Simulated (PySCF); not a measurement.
# CH₈GeOSSi: electronic excitations at several levels of theory

Aim: compute the electronic excitations of CH₈GeOSSi (`CS[SiH2][O][GeH3]`) at several levels, and see how far they spread and what each costs.

The runs use PySCF 2.14.0, with density-fitted response routines of our own; the level of theory stands in each step. All values are computed, except where a source is named. Atoms are numbered from 0 throughout.

## 1. Starting geometry

13 atoms, charge 0, multiplicity 1; geometry from: GFN2-xTB.

Bonds of the start (Å): C0–S1 1.82, S1–Si2 2.13, Si2–O3 1.61, O3–Ge4 1.75, C0–H5 1.08, C0–H6 1.08, C0–H7 1.08, Si2–H8 1.46, Si2–H9 1.46, Ge4–H10 1.50, Ge4–H11 1.50, Ge4–H12 1.50.

## 2. Relaxing the molecule at PBE0-D3(BJ)/def2-SVP

Job settings and geometry (Å):

```
{"job": {"xc": "PBE0", "basis": "def2-SVP", "d3": "d3bj", "grid": 1, "kind": "geom"}, "charge": 0, "multiplicity": 1}
C      2.723589     0.530442    -0.103167
S      1.004159     0.705172     0.466608
Si     0.055364    -0.638285    -0.893945
O     -1.514417    -0.727653    -0.539386
Ge    -2.826145     0.058130     0.302981
H      2.807660     0.890982    -1.122969
H      3.340135     1.131398     0.555902
H      3.021890    -0.511071    -0.045806
H      0.203976    -0.119591    -2.249857
H      0.586344    -1.981452    -0.695939
H     -3.250882     1.204539    -0.563366
H     -2.310964     0.491976     1.637845
H     -3.845096    -1.034099     0.372123
```

Log:

```text
step   0  E = -2881.68006991  max force = 0.014492
step   1  E = -2881.68575770  max force = 0.009966
step   2  E = -2881.68667315  max force = 0.002564
step   3  E = -2881.68677298  max force = 0.002183
step   4  E = -2881.68690146  max force = 0.002759
step   5  E = -2881.68700490  max force = 0.002630
step   6  E = -2881.68711768  max force = 0.002172
step   7  E = -2881.68725045  max force = 0.001879
step   8  E = -2881.68738529  max force = 0.003084
step   9  E = -2881.68759154  max force = 0.004418
step  10  E = -2881.68803910  max force = 0.006630
step  11  E = -2881.68827386  max force = 0.006564
step  12  E = -2881.68844546  max force = 0.003865
step  13  E = -2881.68887182  max force = 0.001786
step  14  E = -2881.68906232  max force = 0.002259
step  15  E = -2881.68922279  max force = 0.001457
step  16  E = -2881.68944635  max force = 0.001619
step  17  E = -2881.68954691  max force = 0.002607
step  18  E = -2881.68987183  max force = 0.001549
step  19  E = -2881.69001334  max force = 0.001239
step  20  E = -2881.69064511  max force = 0.001413
step  21  E = -2881.69054680  max force = 0.002557
step  22  E = -2881.69098188  max force = 0.001268
step  23  E = -2881.69108026  max force = 0.001024
step  24  E = -2881.69119693  max force = 0.000522
step  25  E = -2881.69137560  max force = 0.000783
step  26  E = -2881.69143480  max force = 0.000729
step  27  E = -2881.69155848  max force = 0.000960
step  28  E = -2881.69167522  max force = 0.001325
step  29  E = -2881.69173650  max force = 0.001047
step  30  E = -2881.69175180  max force = 0.000293
step  31  E = -2881.69175212  max force = 0.000154
optimisation converged
```

Wall time 4.5 min (1 thread, shared host).

The steps of the relaxation: (the energy doesn't fall at every step)

| step | energy from step 0 (eV) | largest force component (eV/Å) |
| --- | --- | --- |
| 0 | 0.0000 | 0.7452 |
| 1 | -0.1548 | 0.5125 |
| 2 | -0.1797 | 0.1318 |
| 3 | -0.1824 | 0.1123 |
| 4 | -0.1859 | 0.1419 |
| 5 | -0.1887 | 0.1352 |
| 6 | -0.1918 | 0.1117 |
| 7 | -0.1954 | 0.0966 |
| 8 | -0.1991 | 0.1586 |
| 9 | -0.2047 | 0.2272 |
| 10 | -0.2169 | 0.3409 |
| 11 | -0.2232 | 0.3375 |
| 12 | -0.2279 | 0.1987 |
| 13 | -0.2395 | 0.0918 |
| 14 | -0.2447 | 0.1162 |
| 15 | -0.2491 | 0.0749 |
| 16 | -0.2551 | 0.0833 |
| 17 | -0.2579 | 0.1341 |
| 18 | -0.2667 | 0.0797 |
| 19 | -0.2706 | 0.0637 |
| 20 | -0.2878 | 0.0727 |
| 21 | -0.2851 | 0.1315 |
| 22 | -0.2969 | 0.0652 |
| 23 | -0.2996 | 0.0527 |
| 24 | -0.3028 | 0.0268 |
| 25 | -0.3076 | 0.0403 |
| 26 | -0.3093 | 0.0375 |
| 27 | -0.3126 | 0.0494 |
| 28 | -0.3158 | 0.0681 |
| 29 | -0.3175 | 0.0538 |
| 30 | -0.3179 | 0.0151 |
| 31 | -0.3179 | 0.0079 |

Distances of close pairs at the start and the end, largest changes first:

| bond | before (Å) | after (Å) | change (Å) |
| --- | --- | --- | --- |
| Ge4–H11 | 1.495 | 1.539 | +0.044 |
| O3–Ge4 | 1.746 | 1.789 | +0.044 |
| Si2–O3 | 1.612 | 1.655 | +0.043 |
| Ge4–H10 | 1.498 | 1.538 | +0.040 |
| Ge4–H12 | 1.495 | 1.535 | +0.039 |
| Si2–H9 | 1.458 | 1.492 | +0.034 |
| Si2–H8 | 1.459 | 1.490 | +0.030 |
| C0–H7 | 1.085 | 1.099 | +0.014 |

The next job starts from the end point, and lists it.

| at the end point | value |
| --- | --- |
| point group (found at 0.08 Å tolerance) | C1 |
| rotational constants (GHz, main isotopes) | 3.317, 0.980, 0.862 |
| dipole moment (D) | 1.40 |

## 3. Ultraviolet spectrum: HF/def2-SVPD

Job settings and geometry (Å):

```
{"job": {"kind": "uv", "xc": "HF", "basis": "def2-SVPD", "ip": true}, "charge": 0, "multiplicity": 1}
C      2.071090     0.867868    -0.400783
S      1.643540    -0.614384     0.573247
Si     0.491891    -1.676750    -0.883829
O     -0.899196    -0.861174    -1.256531
Ge    -2.030871     0.006848    -0.176020
H      1.170630     1.384790    -0.760028
H      2.622891     1.541788     0.267733
H      2.714354     0.608616    -1.253434
H      1.256769    -1.831440    -2.152665
H      0.219520    -2.997094    -0.244332
H     -1.417198     1.374327     0.169015
H     -2.265162    -0.834900     1.090585
H     -3.319183     0.165147    -0.994775
```

With the program's defaults for keys left out, this is: TDDFT HF/def2-SVPD, vertical, gas phase, core orbitals frozen in the response.

Log:

```text
final grid: 102104 points
cycle   1  E = -2878.6379366950  dE = -4.652e-01  |g| = 6.422e-01  |ddm| = 4.019e+00
cycle   2  E = -2878.7140003413  dE = -7.606e-02  |g| = 4.197e-01  |ddm| = 1.543e+00
cycle   3  E = -2878.7474229732  dE = -3.342e-02  |g| = 6.866e-02  |ddm| = 5.246e-01
cycle   4  E = -2878.7490581368  dE = -1.635e-03  |g| = 1.971e-02  |ddm| = 2.208e-01
cycle   5  E = -2878.7491965889  dE = -1.385e-04  |g| = 4.756e-03  |ddm| = 4.974e-02
cycle   6  E = -2878.7492090184  dE = -1.243e-05  |g| = 1.479e-03  |ddm| = 1.472e-02
cycle   7  E = -2878.7492108305  dE = -1.812e-06  |g| = 5.482e-04  |ddm| = 4.803e-03
cycle   8  E = -2878.7492110320  dE = -2.015e-07  |g| = 1.355e-04  |ddm| = 1.786e-03
cycle   9  E = -2878.7492110458  dE = -1.380e-08  |g| = 3.602e-05  |ddm| = 5.879e-04
cycle  10  E = -2878.7492110466  dE = -7.649e-10  |g| = 1.340e-05  |ddm| = 1.186e-04
converged SCF energy = -2878.7492110466

Static polarisability (au): isotropic 85.751, principal 78.768 85.061 93.423

Singlet excitations
state   eV       nm        f      main configurations
  1   6.5335    189.8   0.00111   H->L+3 0.29, H->L+12 0.15, H->L+1 0.13
  2   7.4289    166.9   0.06466   H->L+2 0.47, H->L 0.17
  3   7.9431    156.1   0.02336   H->L+4 0.23, H->L+1 0.19, H->L+9 0.11
  4   8.1748    151.7   0.05278   H->L+4 0.41, H->L+1 0.18
  5   8.4773    146.3   0.04041   H-1->L+1 0.28, H-1->L+3 0.08
  6   8.5694    144.7   0.00564   H->L+5 0.30, H->L 0.10
  7   8.6737    142.9   0.03297   H->L+6 0.21, H->L+2 0.19, H->L 0.13
  8   8.7400    141.9   0.03081   H-2->L+1 0.22, H-1->L+3 0.12
  9   8.8916    139.4   0.01423   H-3->L+1 0.20, H-2->L+1 0.11, H-1->L+3 0.10
 10   8.9967    137.8   0.11176   H-1->L+2 0.41, H-1->L 0.15

Triplet excitations (Tamm-Dancoff, eV): 5.9158 6.9244 6.9856 7.3693
Vertical ionisation energy (delta-SCF) = 8.2059 eV
```

Wall time 23 s (1 thread, shared host).

The orbitals next to the gap, with their largest atomic shares:

| orbital | eV | atoms |
| --- | --- | --- |
| HOMO−3 | -12.82 | Ge4 34 %, H12 27 %, O3 13 % |
| HOMO−2 | -12.16 | O3 26 %, Si2 17 %, H9 14 % |
| HOMO−1 | -11.31 | S1 54 %, Si2 14 %, O3 10 % |
| HOMO | -9.84 | S1 73 %, C0 11 %, Si2 7 % |
| LUMO | 2.06 | Ge4 55 %, S1 10 %, H12 8 % |
| LUMO+1 | 2.39 | Ge4 24 %, Si2 16 %, S1 14 % |
| LUMO+2 | 2.64 | S1 76 %, Ge4 6 % |

With each of the 10 states as a Gaussian band of 0.4 eV half-width at 1/e, the curve within the window shown has maxima at 164 nm (ε 2,900), 140 nm (ε 7,800) L/(mol cm). Beyond the last state computed it falls off for lack of states. The curve at chosen wavelengths:

| nm | ε (L/mol/cm) |
| --- | --- |
| 133 | 3117 |
| 136 | 5951 |
| 139 | 7624 |
| 142 | 7485 |
| 145 | 6447 |
| 148 | 5398 |
| 151 | 4527 |
| 154 | 3738 |
| 157 | 3123 |
| 160 | 2879 |
| 163 | 2926 |
| 166 | 2904 |
| 169 | 2541 |
| 172 | 1886 |
| 175 | 1188 |
| 178 | 646 |
| 181 | 317 |
| 184 | 154 |
| 187 | 86 |
| 190 | 59 |
| 193 | 45 |
| 196 | 34 |
| 199 | 24 |
| 202 | 16 |
| 205 | 10 |
| 208 | 5 |

Further results of this job:

| property | computed |
| --- | --- |
| dipole moment (D) | 1.49 |
| polarisability (Å³) | 12.71 |
| HOMO–LUMO gap (eV) | 11.90 |
| −ε(HOMO) (eV) | 9.84 |

## 4. Excited states and response: LDA/def2-SVPD

Same as in step 3 but for these lines:

```diff
@@ -1,2 +1,2 @@
-{"job": {"kind": "uv", "xc": "HF", "basis": "def2-SVPD", "ip": true}, "charge": 0, "multiplicity": 1}
+{"job": {"kind": "uv", "xc": "LDA", "basis": "def2-SVPD", "ip": true}, "charge": 0, "multiplicity": 1}
 C      2.071090     0.867868    -0.400783
```

Method: TDDFT LDA/def2-SVPD, vertical, gas phase, core orbitals frozen in the response.

Log:

```text
coarse grid: 50280 points
cycle   1  E = -2875.5493780545  dE = -3.185e-01  |g| = 1.026e+00  |ddm| = 4.471e+00
cycle   2  E = -2874.3322634790  dE =  1.217e+00  |g| = 2.568e+00  |ddm| = 4.409e+00
cycle   3  E = -2875.6813318224  dE = -1.349e+00  |g| = 4.628e-01  |ddm| = 3.867e+00
cycle   4  E = -2875.7233320862  dE = -4.200e-02  |g| = 1.171e-01  |ddm| = 8.056e-01
cycle   5  E = -2875.7256227778  dE = -2.291e-03  |g| = 5.349e-02  |ddm| = 2.447e-01
cycle   6  E = -2875.7265348341  dE = -9.121e-04  |g| = 1.266e-02  |ddm| = 9.986e-02
cycle   7  E = -2875.7265738767  dE = -3.904e-05  |g| = 3.854e-03  |ddm| = 1.884e-02
cycle   8  E = -2875.7265775347  dE = -3.658e-06  |g| = 1.181e-03  |ddm| = 6.153e-03
final grid: 102104 points
cycle   9  E = -2875.7265131532  dE =  7.657e-07  |g| = 2.316e-03  |ddm| = 7.657e-03
cycle  10  E = -2875.7265087290  dE =  4.424e-06  |g| = 5.138e-03  |ddm| = 9.647e-03
cycle  11  E = -2875.7265142403  dE = -5.511e-06  |g| = 6.763e-04  |ddm| = 6.989e-03
cycle  12  E = -2875.7265143509  dE = -1.106e-07  |g| = 6.071e-05  |ddm| = 9.579e-04
cycle  13  E = -2875.7265143520  dE = -1.095e-09  |g| = 1.582e-05  |ddm| = 1.131e-04
cycle  14  E = -2875.7265143520  dE = -4.911e-11  |g| = 3.188e-06  |ddm| = 2.497e-05
converged SCF energy = -2875.7265143520

Static polarisability (au): isotropic 99.558, principal 88.883 99.122 110.668

Singlet excitations
state   eV       nm        f      main configurations
  1   4.7714    259.8   0.02924   H->L 0.98
  2   5.2417    236.5   0.00281   H->L+1 0.97
  3   5.5070    225.1   0.00976   H->L+2 0.95
  4   5.8313    212.6   0.00132   H-1->L 0.98
  5   5.8980    210.2   0.03064   H->L+3 0.94
  6   6.0796    203.9   0.00507   H-2->L 0.98
  7   6.1851    200.5   0.01838   H->L+4 0.93
  8   6.3099    196.5   0.01301   H->L+5 0.97
  9   6.3901    194.0   0.00419   H-1->L+1 0.93
 10   6.4839    191.2   0.01010   H->L+6 0.83, H->L+7 0.12

Triplet excitations (Tamm-Dancoff, eV): 4.5613 5.1469 5.2275 5.6301
Vertical ionisation energy (delta-SCF) = 9.0317 eV
Vertical electron affinity (delta-SCF) = -0.6422 eV
```

Run time: 98 s. Hardware: 1 thread, shared host.

Key values: HOMO -5.97 eV, LUMO -1.34 eV; lowest singlet 4.77 eV.

## 5. Excited states and response: PBE/def2-SVPD

Same as in step 4 but for these lines:

```diff
@@ -1,2 +1,2 @@
-{"job": {"kind": "uv", "xc": "LDA", "basis": "def2-SVPD", "ip": true}, "charge": 0, "multiplicity": 1}
+{"job": {"kind": "uv", "xc": "PBE", "basis": "def2-SVPD", "ip": true}, "charge": 0, "multiplicity": 1}
 C      2.071090     0.867868    -0.400783
```

Level: TDDFT PBE/def2-SVPD, vertical, gas phase, core orbitals frozen in the response.

Log:

```text
coarse grid: 50280 points
cycle   1  E = -2881.3877734377  dE = -3.271e-01  |g| = 1.014e+00  |ddm| = 4.525e+00
cycle   2  E = -2880.2023883279  dE =  1.185e+00  |g| = 2.524e+00  |ddm| = 4.093e+00
cycle   3  E = -2881.5256233382  dE = -1.323e+00  |g| = 4.249e-01  |ddm| = 3.565e+00
cycle   4  E = -2881.5622839828  dE = -3.666e-02  |g| = 1.214e-01  |ddm| = 7.688e-01
cycle   5  E = -2881.5649424464  dE = -2.658e-03  |g| = 4.443e-02  |ddm| = 2.301e-01
cycle   6  E = -2881.5655750714  dE = -6.326e-04  |g| = 1.238e-02  |ddm| = 9.018e-02
cycle   7  E = -2881.5656144298  dE = -3.936e-05  |g| = 3.317e-03  |ddm| = 1.822e-02
cycle   8  E = -2881.5656170773  dE = -2.647e-06  |g| = 1.075e-03  |ddm| = 5.370e-03
final grid: 102104 points
cycle   9  E = -2881.5655518256  dE =  5.449e-07  |g| = 2.002e-03  |ddm| = 7.662e-03
cycle  10  E = -2881.5655488343  dE =  2.991e-06  |g| = 4.199e-03  |ddm| = 7.775e-03
cycle  11  E = -2881.5655526859  dE = -3.852e-06  |g| = 5.513e-04  |ddm| = 5.464e-03
cycle  12  E = -2881.5655527600  dE = -7.404e-08  |g| = 5.149e-05  |ddm| = 7.819e-04
cycle  13  E = -2881.5655527607  dE = -7.667e-10  |g| = 1.267e-05  |ddm| = 9.409e-05
converged SCF energy = -2881.5655527607

Static polarisability (au): isotropic 97.501, principal 87.244 97.102 108.156

Singlet excitations
state   eV       nm        f      main configurations
  1   4.8977    253.1   0.02743   H->L 0.98
  2   5.3016    233.9   0.00182   H->L+1 0.95
  3   5.5584    223.1   0.00988   H->L+2 0.93
  4   5.9570    208.1   0.00624   H-1->L 0.60, H->L+3 0.38
  5   5.9825    207.2   0.02951   H->L+3 0.57, H-1->L 0.39
  6   6.2314    199.0   0.00637   H-2->L 0.97
  7   6.2531    198.3   0.01492   H->L+4 0.90
  8   6.3751    194.5   0.01375   H->L+5 0.91
  9   6.4505    192.2   0.00362   H-1->L+1 0.89
 10   6.5398    189.6   0.00463   H->L+6 0.87, H->L+7 0.09

Triplet excitations (Tamm-Dancoff, eV): 4.6750 5.1215 5.3071 5.6610
Vertical ionisation energy (delta-SCF) = 8.9092 eV
```

Wall time 1.8 min (1 thread, shared host).

Key values: HOMO -5.88 eV, LUMO -1.11 eV; lowest singlet 4.90 eV.

## 6. TDDFT and polarisability: B3LYP/def2-SVPD

Same as in step 5 but for these lines:

```diff
@@ -1,2 +1,2 @@
-{"job": {"kind": "uv", "xc": "PBE", "basis": "def2-SVPD", "ip": true}, "charge": 0, "multiplicity": 1}
+{"job": {"kind": "uv", "xc": "B3LYP", "basis": "def2-SVPD", "ip": true}, "charge": 0, "multiplicity": 1}
 C      2.071090     0.867868    -0.400783
```

Method: TDDFT B3LYP/def2-SVPD, vertical, gas phase, core orbitals frozen in the response.

Log:

```text
coarse grid: 50280 points
cycle   1  E = -2882.2945486100  dE = -3.652e-01  |g| = 9.106e-01  |ddm| = 4.408e+00
cycle   2  E = -2881.8039889353  dE =  4.906e-01  |g| = 1.799e+00  |ddm| = 3.394e+00
cycle   3  E = -2882.4287018717  dE = -6.247e-01  |g| = 2.289e-01  |ddm| = 2.578e+00
cycle   4  E = -2882.4390931280  dE = -1.039e-02  |g| = 6.266e-02  |ddm| = 4.152e-01
cycle   5  E = -2882.4397797756  dE = -6.866e-04  |g| = 1.070e-02  |ddm| = 9.575e-02
cycle   6  E = -2882.4398154784  dE = -3.570e-05  |g| = 3.541e-03  |ddm| = 2.427e-02
cycle   7  E = -2882.4398189775  dE = -3.499e-06  |g| = 8.745e-04  |ddm| = 5.895e-03
final grid: 102104 points
cycle   8  E = -2882.4397533570  dE =  7.014e-08  |g| = 1.173e-03  |ddm| = 5.153e-03
cycle   9  E = -2882.4397529393  dE =  4.177e-07  |g| = 1.733e-03  |ddm| = 3.266e-03
cycle  10  E = -2882.4397536906  dE = -7.513e-07  |g| = 1.782e-04  |ddm| = 2.112e-03
cycle  11  E = -2882.4397536969  dE = -6.290e-09  |g| = 3.972e-05  |ddm| = 2.676e-04
cycle  12  E = -2882.4397536972  dE = -3.524e-10  |g| = 4.364e-06  |ddm| = 5.913e-05
converged SCF energy = -2882.4397536972

Static polarisability (au): isotropic 94.065, principal 84.996 93.629 103.569

Singlet excitations
state   eV       nm        f      main configurations
  1   5.5130    224.9   0.01731   H->L 0.79, H->L+2 0.13
  2   5.8189    213.1   0.01414   H->L+1 0.49, H->L+2 0.29, H->L 0.19
  3   6.0026    206.6   0.01878   H->L+2 0.54, H->L+1 0.37
  4   6.4211    193.1   0.02492   H->L+3 0.90
  5   6.6070    187.7   0.00631   H-1->L 0.89
  6   6.7233    184.4   0.02311   H->L+4 0.96
  7   6.8917    179.9   0.00345   H-2->L 0.86
  8   6.9647    178.0   0.01419   H->L+5 0.85
  9   7.1063    174.5   0.00152   H-1->L+1 0.81
 10   7.1375    173.7   0.01660   H->L+6 0.44, H->L+7 0.38, H->L+8 0.11

Triplet excitations (Tamm-Dancoff, eV): 5.2169 5.4976 5.8082 6.1372
Vertical ionisation energy (delta-SCF) = 9.1309 eV
```

Run time: 60 s. Hardware: 1 thread, shared host.

This run: HOMO -6.83 eV, LUMO -0.50 eV; lowest singlet 5.51 eV.

## 7. Ultraviolet spectrum: PBE0/def2-SVPD

Same as in step 6 but for these lines:

```diff
@@ -1,2 +1,2 @@
-{"job": {"kind": "uv", "xc": "B3LYP", "basis": "def2-SVPD", "ip": true}, "charge": 0, "multiplicity": 1}
+{"job": {"kind": "uv", "xc": "PBE0", "basis": "def2-SVPD", "ip": true}, "charge": 0, "multiplicity": 1}
 C      2.071090     0.867868    -0.400783
```

Method: TDDFT PBE0/def2-SVPD, vertical, gas phase, core orbitals frozen in the response.

Log:

```text
coarse grid: 50280 points
cycle   1  E = -2881.5779894917  dE = -3.922e-01  |g| = 8.201e-01  |ddm| = 4.312e+00
cycle   2  E = -2881.2610193411  dE =  3.170e-01  |g| = 1.499e+00  |ddm| = 2.962e+00
cycle   3  E = -2881.6915620717  dE = -4.305e-01  |g| = 1.734e-01  |ddm| = 2.143e+00
cycle   4  E = -2881.6975065313  dE = -5.944e-03  |g| = 4.729e-02  |ddm| = 3.179e-01
cycle   5  E = -2881.6978871067  dE = -3.806e-04  |g| = 6.507e-03  |ddm| = 6.960e-02
cycle   6  E = -2881.6979003298  dE = -1.322e-05  |g| = 1.787e-03  |ddm| = 1.523e-02
cycle   7  E = -2881.6979012636  dE = -9.338e-07  |g| = 6.037e-04  |ddm| = 3.900e-03
final grid: 102104 points
cycle   8  E = -2881.6978526634  dE = -9.697e-09  |g| = 7.440e-04  |ddm| = 4.221e-03
cycle   9  E = -2881.6978525552  dE =  1.082e-07  |g| = 9.660e-04  |ddm| = 2.256e-03
cycle  10  E = -2881.6978528092  dE = -2.540e-07  |g| = 6.004e-05  |ddm| = 1.289e-03
cycle  11  E = -2881.6978528099  dE = -7.617e-10  |g| = 1.419e-05  |ddm| = 9.089e-05
converged SCF energy = -2881.6978528099

Static polarisability (au): isotropic 93.195, principal 84.093 92.837 102.655

Singlet excitations
state   eV       nm        f      main configurations
  1   5.7026    217.4   0.01406   H->L 0.67, H->L+2 0.20, H->L+1 0.10
  2   6.0334    205.5   0.02587   H->L+2 0.38, H->L 0.31, H->L+1 0.27
  3   6.2458    198.5   0.02203   H->L+1 0.48, H->L+2 0.34, H->L+3 0.16
  4   6.6819    185.6   0.01549   H->L+3 0.74, H->L+1 0.13
  5   6.7746    183.0   0.00764   H-1->L 0.78, H-2->L 0.11
  6   6.9742    177.8   0.02818   H->L+4 0.91
  7   7.0430    176.0   0.00780   H-2->L 0.82, H-1->L 0.10
  8   7.1945    172.3   0.01012   H->L+5 0.87
  9   7.3464    168.8   0.00111   H-1->L+1 0.53, H-1->L+2 0.20, H->L+6 0.12
 10   7.3826    167.9   0.02102   H->L+7 0.49, H->L+6 0.29, H->L+8 0.10

Triplet excitations (Tamm-Dancoff, eV): 5.3271 5.6353 5.9835 6.3915
Vertical ionisation energy (delta-SCF) = 9.1175 eV
```

Run time: 58 s. Hardware: 1 thread, shared host.

Key values: HOMO -7.07 eV, LUMO -0.27 eV; lowest singlet 5.70 eV.

## 8. Excited states and response: BHandHLYP/def2-SVPD

Same as in step 7 but for these lines:

```diff
@@ -1,2 +1,2 @@
-{"job": {"kind": "uv", "xc": "PBE0", "basis": "def2-SVPD", "ip": true}, "charge": 0, "multiplicity": 1}
+{"job": {"kind": "uv", "xc": "BHandHLYP", "basis": "def2-SVPD", "ip": true}, "charge": 0, "multiplicity": 1}
 C      2.071090     0.867868    -0.400783
```

Level: TDDFT BHandHLYP/def2-SVPD, vertical, gas phase, core orbitals frozen in the response.

Log:

```text
coarse grid: 50280 points
cycle   1  E = -2882.1579343589  dE = -4.172e-01  |g| = 7.474e-01  |ddm| = 4.195e+00
cycle   2  E = -2882.0764538250  dE =  8.148e-02  |g| = 1.007e+00  |ddm| = 2.409e+00
cycle   3  E = -2882.2639845071  dE = -1.875e-01  |g| = 9.165e-02  |ddm| = 1.402e+00
cycle   4  E = -2882.2656560381  dE = -1.672e-03  |g| = 3.668e-02  |ddm| = 1.978e-01
cycle   5  E = -2882.2659001484  dE = -2.441e-04  |g| = 3.521e-03  |ddm| = 5.154e-02
cycle   6  E = -2882.2659039184  dE = -3.770e-06  |g| = 8.776e-04  |ddm| = 9.215e-03
final grid: 102104 points
cycle   7  E = -2882.2658599230  dE = -1.899e-07  |g| = 7.495e-04  |ddm| = 3.282e-03
cycle   8  E = -2882.2658599359  dE = -1.290e-08  |g| = 7.355e-04  |ddm| = 1.981e-03
cycle   9  E = -2882.2658600675  dE = -1.316e-07  |g| = 8.300e-05  |ddm| = 9.842e-04
cycle  10  E = -2882.2658600690  dE = -1.473e-09  |g| = 2.770e-05  |ddm| = 1.279e-04
cycle  11  E = -2882.2658600693  dE = -2.915e-10  |g| = 9.735e-06  |ddm| = 7.054e-05
converged SCF energy = -2882.2658600693

Static polarisability (au): isotropic 90.012, principal 81.932 89.492 98.611

Singlet excitations
state   eV       nm        f      main configurations
  1   6.0266    205.7   0.00195   H->L+2 0.51, H->L 0.24, H->L+1 0.10
  2   6.6847    185.5   0.05158   H->L 0.43, H->L+2 0.24, H->L+3 0.17
  3   6.7177    184.6   0.02809   H->L+3 0.38, H->L+1 0.32, H->L 0.22
  4   7.2428    171.2   0.00567   H->L+4 0.36, H->L+1 0.29, H->L+3 0.19
  5   7.4243    167.0   0.00446   H-1->L 0.62, H-2->L 0.15
  6   7.4981    165.4   0.04294   H->L+4 0.43, H->L+3 0.19, H->L+1 0.19
  7   7.7006    161.0   0.00498   H-2->L 0.60, H-1->L 0.09
  8   7.7353    160.3   0.00103   H->L+5 0.70
  9   7.8596    157.7   0.01355   H-1->L+2 0.43, H-1->L+1 0.18
 10   7.9610    155.7   0.03864   H->L+6 0.47, H->L+7 0.32

Triplet excitations (Tamm-Dancoff, eV): 5.5842 6.2697 6.3580 6.8868
Vertical ionisation energy (delta-SCF) = 9.0704 eV
```

Run time: 57 s. Hardware: 1 thread, shared host.

In short: HOMO -8.13 eV, LUMO 0.52 eV; lowest singlet 6.03 eV.

(Part 1 of 2 ends here.)
